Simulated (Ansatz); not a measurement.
# Cl2 (chlorine) at CCSDT(Q)/STO-3G

Aim: the electronic atomisation energy of Cl2 (chlorine) at CCSDT(Q)/STO-3G, from 2 runs. 

The results are computed with Ansatz 0.2.0.

16 further runs of the same task are left out: 3 that didn't finish, 13 set aside as unsound or not needed.

## 1. Starting point

Cl2: 2 atoms, total charge 0, spin state singlet. SMILES: `ClCl`. Geometry: relaxed at PBE0-D4/def2-TZVP.

Bond lengths: Cl1–Cl2 1.982 Å.

## 2. A single-point energy at CCSDT(Q)/STO-3G

The input, job.yaml:

```yaml
crystal:
  periodic: [false, false, false]
  atoms:
    - {symbol: Cl, position_ang: [0.845690, -0.281600, 0.433600]}
    - {symbol: Cl, position_ang: [-0.845690, 0.281600, -0.433600]}
basis:
  gaussian:
    orbitals: STO-3G
correlation:
  method: ccsdt_q
  frozen_orbitals: {Cl: 5}
accuracy: high
scf:
  omitted_lower_state_checks: [cluster_reference, increment]
```

Run with:

```console
ansatz run job.yaml --threads 1 --pin off --max-ram 3480MiB --events-out events.jsonl --progress --plain --runs-dir runs
```

Standard output, shortened:

```text
Warning: RAYON_NUM_THREADS=1 ignored (pool sized by the plan → 1); use --threads N
Functional definition: HF
  name "HF"
[...]
297 factors; integrals over basis functions are off by at most 1.8e-8 eV
[...]
mean field -24738.17171665 eV, -909.1110424518 hartree, gradient 1.2e-8 eV, S^2 0.000000; 0 other end points of the search recorded, 0 dependent functions left out
10 core orbitals not correlated: weight in the atoms' cores, before any rotation towards them, 1.000 or more for the frozen orbitals, at most 0.000 for the correlated occupied ones
reference -24738.17171665 eV, -909.1110424518 hartree; 7, 7 occupied and 1, 1 virtual orbitals, 297 factors
second order -0.50017292 eV of doubles, -0.00000000 eV of singles
cycle   1  -0.65071696 eV  change   -1.5e-1 eV  update   3.9e-2
[...]
cycle  22  -0.74609007 eV  change   -1.1e-9 eV  update  1.8e-10
perturbative correction 0.00000000 eV, 0.0000000000 hartree
Total energy: -24738.91780672 eV, -909.1384607563 hartree
Checks for a lower state left out: cluster_reference, increment
```

It took 0.16 s on 1 thread of Arm Neoverse V1, shared host.

## 3. The Cl atom at the same level

The input, molecule.yaml:

```yaml
basis:
  gaussian:
    orbitals: STO-3G
crystal:
  periodic: [false, false, false]
  atoms:
    - {symbol: Cl, position_ang: [0.000000, 0.000000, 0.000000]}
total_charge: 0
magnetization:
  spin_polarized: true
  initial_magnetization: 1
correlation:
  method: ccsdt_q
  frozen_orbitals: {Cl: 5}
accuracy: high
scf:
  omitted_lower_state_checks: [cluster_reference, increment]
```

Run with:

```console
ansatz run molecule.yaml --threads 1 --pin off --max-ram 3480MiB --events-out events.jsonl --progress --plain --runs-dir runs
```

Standard output, shortened:

```text
Warning: RAYON_NUM_THREADS=1 ignored (pool sized by the plan → 1); use --threads N
[... 2 set-up lines as earlier in the session ...]
[...]
42 factors; integrals over basis functions are off by at most 4.6e-9 eV
[...]
mean field -12368.72316544 eV, -454.5421925083 hartree, gradient 1.9e-13 eV, S^2 0.750000; 3 other end points of the search recorded, 0 dependent functions left out
5 core orbitals not correlated: weight in the atoms' cores, before any rotation towards them, 1.000 or more for the frozen orbitals, at most 0.000 for the correlated occupied ones
reference -12368.72316544 eV, -454.5421925083 hartree; 4, 3 occupied and 0, 1 virtual orbitals, 42 factors
second order 0.00000000 eV of doubles, 0.00000000 eV of singles
cycle   1  0.00000000 eV  change     0.0e0 eV  update    0.0e0
cycle   2  0.00000000 eV  change     0.0e0 eV  update    0.0e0
perturbative correction 0.00000000 eV, 0.0000000000 hartree
Total energy: -12368.72316544 eV, -454.5421925083 hartree
Checks for a lower state left out: cluster_reference, increment
```

Wall time 0.2 s (1 thread of Arm Neoverse V1, shared host).

## 4. Results

At CCSDT(Q)/STO-3G, 10 core orbitals frozen:

```
                                              quantity          value
                                molecule: total energy  -909.13846 Eh
molecule: correlation energy (10 core orbitals frozen)      -27.4 mEh
                               molecule: T1 diagnostic          0.003
                                 Cl atom: total energy  -454.54219 Eh
  Cl atom: correlation energy (5 core orbitals frozen)        0.0 mEh
            Cl atom: ⟨S²⟩ of the reference determinant          0.750
                                Cl atom: T1 diagnostic          0.000
                         electronic atomisation energy       1.471 eV
```

Taking the molecule apart into free atoms costs 1.47 eV (142 kJ/mol), before zero-point energy and without spin-orbit coupling. In a minimal basis such a difference can be off by several eV, whatever the method.
